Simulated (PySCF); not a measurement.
**WOCl₂: structure of the triplet**

The task is one start of a wider search on WOCl₂: the triplet, built as trigonal pyramidal. It is relaxed, tested by its Hessian and followed downhill if it is a saddle.

Method: B3LYP, basis W def2-SVP with ECP60, O def2-SVP, Cl def2-SVP, scalar-relativistic core potentials, no spin–orbit coupling, density fitting; program: PySCF 2.14.0.

## (1) The starting structure

4 atoms, charge 0, spin multiplicity 3.

Bond lengths: W1–O2 1.770 Å, W1–Cl3 2.360 Å, W1–Cl4 2.360 Å. Angles: O2–W1–Cl3 99.8°, O2–W1–Cl4 99.8°, Cl3–W1–Cl4 99.8°.

```xyz
4
charge 0 multiplicity 3
W    -0.0887   -0.1536   -0.3364
O    -0.8701   -1.5070    0.4946
Cl    1.9951   -0.1536    0.7716
Cl   -1.1306    1.6510    0.7716
```

## (2) Trigonal pyramidal start, triplet: relaxation

The steps below are one call of a driver around PySCF. For each, scf.py gives the equivalent set-up of the SCF; relaxations use the driver's own optimiser. Before each start the driver seeks the lowest SCF state from one or more starting densities and follows internal instabilities, so scf.py alone need not reach the same state.

The program finds Cs symmetry in the start, which this walk keeps.

The input, scf.py:

```python
from pyscf import gto, scf, dft
mol = gto.M(atom='''
W     -0.088686    -0.153613    -0.336377
O     -0.870058    -1.507029     0.494623
Cl     1.995103    -0.153591     0.771624
Cl    -1.130610     1.650985     0.771621''',
    basis={'W': 'def2-SVP', 'O': 'def2-SVP', 'Cl': 'def2-SVP'},
    ecp={'W': 'def2-SVP'},
    charge=0, spin=2)
mf = dft.UKS(mol, xc='B3LYP')
mf.grids.atom_grid = (50, 194)
aux = {'W': 'def2-universal-JKFIT', 'O': 'def2-universal-JKFIT', 'Cl': 'def2-universal-JKFIT'}
mf = mf.density_fit(auxbasis=aux)
mf.kernel()
```

After this run come: Is it a minimum? Harmonic modes.

Before running it: what results should come out? Wanted: minimum; geometry; wavenumbers; dipole moment; highest occupied, lowest empty level; polar-tensor charge of W1; zero-point energy; atomisation energy; ⟨S²⟩.

**Answer**, as computed:

| quantity | value |
| --- | --- |
| minimum | triplet, C2v |
| geometry | W–Cl 2.306 Å (×2), W–O 1.690 Å; Cl–W–Cl 121.5°, Cl–W–O 119.2° (×2) |
| wavenumbers (cm⁻¹) | 77 (b1), 101 (a1), 223 (b2), 388 (a1), 404 (b2), 1040 (a1) |
| dipole moment | 0.66 D |
| highest occupied, lowest empty level (either spin) | -6.68, -3.97 eV |
| polar-tensor charge of W1 | +1.66 e |
| zero-point energy | 13.4 kJ/mol |
| entropy at 298.15 K | 346.7 J/(mol K) |
| atomisation energy (no zero-point energy) | 1548 kJ/mol |
| ⟨S²⟩ | 2.013 |

What this shows: From Cs at the start the molecule goes to a C2v minimum. The strongest infrared band lies at 1040 cm⁻¹ (a1, stretch). Most of the spin sits on W1 (Mulliken spin 2.04, against 2 for the whole molecule). Other starts or spin states, not run here, may lie lower. Modes under about 90 cm⁻¹ are uncertain by tens of cm⁻¹. One determinant may miss the lowest occupation of an open d or f shell. Spin–orbit coupling, left out here, can matter for elements this heavy.
